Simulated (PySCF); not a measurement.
# C4H8BCl: the cost of one run

Programs: PySCF 2.14.0, with density-fitted response routines of our own. Each step states its level of theory. These are calculated values for one molecule in the gas phase, unless marked as measured. Atoms count from 0, in the outputs and in this text.

### 1 The starting structure

14 atoms, charge 0, multiplicity 1; geometry from: GFN2-xTB. The atoms were then displaced at random by about 0.01 Å, so the start is not that level's minimum.

Bonds of the start (Å): B0–C1 1.55, C1–C2 1.51, C2–Cl3 1.84, C2–C4 1.49, C4–C5 1.33, B0–H6 1.17, B0–H7 1.18, C1–H8 1.08, C1–H9 1.08, C2–H10 1.11, C4–H11 1.07, C5–H12 1.07, C5–H13 1.07.

### 2 Geometry optimisation at PBE0-D3(BJ)/def2-SVP

The job: settings as JSON, then the geometry in Å.

```
{"job": {"xc": "PBE0", "basis": "def2-SVP", "d3": "d3bj", "grid": 1, "shake": 0.01, "kind": "geom"}, "charge": 0, "multiplicity": 1}
B     -1.955310     0.257330     0.361010
C     -1.104990    -0.623870    -0.584140
C      0.343740    -0.766770    -0.198100
Cl     1.229280    -1.862520    -1.378390
C      1.097290     0.522990    -0.220560
C      1.875790     0.954270     0.767210
H     -1.529900     0.744480     1.335970
H     -3.071740     0.485560     0.052600
H     -1.554200    -1.609740    -0.611410
H     -1.156900    -0.245110    -1.598150
H      0.460330    -1.261560     0.787370
H      0.978840     1.117700    -1.102830
H      1.994630     0.380870     1.657730
H      2.386000     1.891300     0.723930
```

Run with:

```bash
OMP_NUM_THREADS=1 python probes_run.py task.json out
```

The driver reads the jobs from task.json and runs them one after another.

**Question.** How long does this first job take on 1 thread of Arm Neoverse V1, shared host, and how much memory does it need?

About 1.8 min, with a peak of 0.55 GiB.
